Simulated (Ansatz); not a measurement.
# CuCl (cuprous chloride) at SVWN5/STO-3G

What is the energy change on altering one bond length of CuCl (cuprous chloride) at SVWN5/STO-3G? 

The results are computed with Ansatz 0.2.0.

87 further runs of the same task are left out: 56 that didn't finish, 31 set aside as unsound or not needed.

## (1) The molecule

The species is CuCl (2 atoms), meant as a singlet with charge 0. SMILES: `[Cl][Cu]`. Geometry: relaxed at PBE0-D4/def2-TZVP.

Bond lengths: Cl1–Cu2 2.076 Å.

## (2) A single-point energy at SVWN5/STO-3G

File in.yaml:

```yaml
basis:
  gaussian: {orbitals: STO-3G}
crystal:
  periodic: [false, false, false]
  atoms:
    - {symbol: Cl, position_ang: [0.898300, -0.345200, 0.446400]}
    - {symbol: Cu, position_ang: [-0.868800, 0.285000, -0.442400]}
hamiltonian: {xc: {name: SVWN5}}
accuracy: high
```

Command:

```
$ ansatz run in.yaml --threads 1 --pin off --max-ram 2610MiB --events-out events.jsonl --progress --plain --runs-dir runs
```

The log of the run:

```text
Warning: RAYON_NUM_THREADS=1 ignored (pool sized by the plan → 1); use --threads N
Functional definition: SVWN5
  name "SVWN5"
  exchange = slater_x
  correlation = vwn5_c
371 factors; integrals over basis functions are off by at most 5.1e-9 eV
mean field evaluation 1: about -56074.3980 eV, gradient 6.3e1 eV
mean field evaluation 2: about -56065.5945 eV, gradient 1.6e2 eV
mean field evaluation 4: about -56311.7061 eV, gradient 8.8e1 eV
mean field evaluation 8: about -56311.6928 eV, gradient 8.8e1 eV
mean field evaluation 16: about -56388.2946 eV, gradient 7.7e0 eV
mean field evaluation 32: about -56388.5314 eV, gradient 3.2e-4 eV
mean field evaluation 64: about -56074.3980 eV, gradient 6.3e1 eV
mean field evaluation 96: about -56387.8841 eV, gradient 2.4e-5 eV
mean field evaluation 128: about -56388.5303 eV, gradient 5.3e-6 eV
mean field evaluation 160: about -56388.5303 eV, gradient 9.8e-8 eV
mean field evaluation 192: about -56388.3524 eV, gradient 7.1e0 eV
mean field evaluation 224: about -56388.5314 eV, gradient 2.6e-2 eV
mean field evaluation 256: about -56388.4287 eV, gradient 3.8e-6 eV
mean field evaluation 288: about -56382.7274 eV, gradient 5.0e0 eV
mean field evaluation 320: about -56354.4976 eV, gradient 4.9e1 eV
mean field evaluation 352: about -56388.5335 eV, gradient 1.4e-1 eV
mean field evaluation 384: about -56384.0347 eV, gradient 2.4e1 eV
mean field evaluation 416: about -56388.5088 eV, gradient 6.3e-1 eV
mean field -56388.53186734 eV, -2072.2403246052 hartree, gradient 1.4e-8 eV, S^2 0.000000; 25 other end points of the search recorded, 0 dependent functions left out
reference -56388.53186910 eV, -2072.2403246699 hartree; 23, 23 occupied and 4, 4 virtual orbitals, 371 factors
Total energy: -56388.53186910 eV, -2072.2403246699 hartree
```

It took 24 s on 1 thread of Arm Neoverse V1, shared host; peak memory 0.097 GiB.

## (3) The distorted shape, same level

File input.yaml:

```yaml
crystal:
  periodic: [false, false, false]
  atoms:
    - symbol: Cl
      position_ang: [1.340079, -0.502751, 0.668602]
    - symbol: Cu
      position_ang: [-0.868800, 0.285000, -0.442400]
basis:
  gaussian: {orbitals: STO-3G}
hamiltonian: {xc: {name: SVWN5}}
accuracy: high
```

Command:

```
$ ansatz run input.yaml --threads 1 --pin off --max-ram 2610MiB --events-out events.jsonl --progress --plain --runs-dir runs
```

The log of the run:

```text
Warning: RAYON_NUM_THREADS=1 ignored (pool sized by the plan → 1); use --threads N
Functional definition: SVWN5
  name "SVWN5"
  exchange = slater_x
  correlation = vwn5_c
358 factors; integrals over basis functions are off by at most 3.9e-8 eV
mean field evaluation 1: about -56075.0068 eV, gradient 2.0e1 eV
mean field evaluation 2: about -55971.8643 eV, gradient 1.0e2 eV
mean field evaluation 4: about -56047.0441 eV, gradient 1.8e2 eV
mean field evaluation 8: about -56366.7825 eV, gradient 4.0e1 eV
mean field evaluation 16: about -56386.6524 eV, gradient 9.2e0 eV
mean field evaluation 32: about -56386.9145 eV, gradient 1.7e-8 eV
mean field evaluation 64: about -56384.5510 eV, gradient 8.8e0 eV
mean field evaluation 96: about -56386.0747 eV, gradient 2.4e-4 eV
mean field evaluation 128: about -56341.4080 eV, gradient 7.5e1 eV
mean field evaluation 160: about -56386.0747 eV, gradient 6.9e-5 eV
mean field evaluation 192: about -56386.4364 eV, gradient 5.8e0 eV
mean field evaluation 224: about -56386.9353 eV, gradient 4.2e-1 eV
mean field evaluation 256: about -56386.7074 eV, gradient 2.4e-1 eV
mean field -56386.91450758 eV, -2072.1808877302 hartree, gradient 6.9e-8 eV, S^2 0.000000; 6 other end points of the search recorded, 0 dependent functions left out
reference -56386.91450936 eV, -2072.1808877956 hartree; 23, 23 occupied and 4, 4 virtual orbitals, 358 factors
Total energy: -56386.91450936 eV, -2072.1808877956 hartree
```

It took 6.9 s on 1 thread of Arm Neoverse V1, shared host; peak memory 0.096 GiB.

## (4) Outcome

Level: SVWN5/STO-3G.

| quantity | value |
| --- | --- |
| first shape: total energy | -2072.24032 Eh |
| distorted shape: total energy | -2072.18089 Eh |
| energy change with the Cl1–Cu2 bond stretched from 2.076 to 2.595 Å | 1.617 eV |

With the Cl1–Cu2 bond stretched from 2.076 to 2.595 Å the energy rises by 1.62 eV (37 kcal/mol). The first shape isn't relaxed at this level, so the change isn't measured from a minimum. The minimal basis adds a large error of its own.
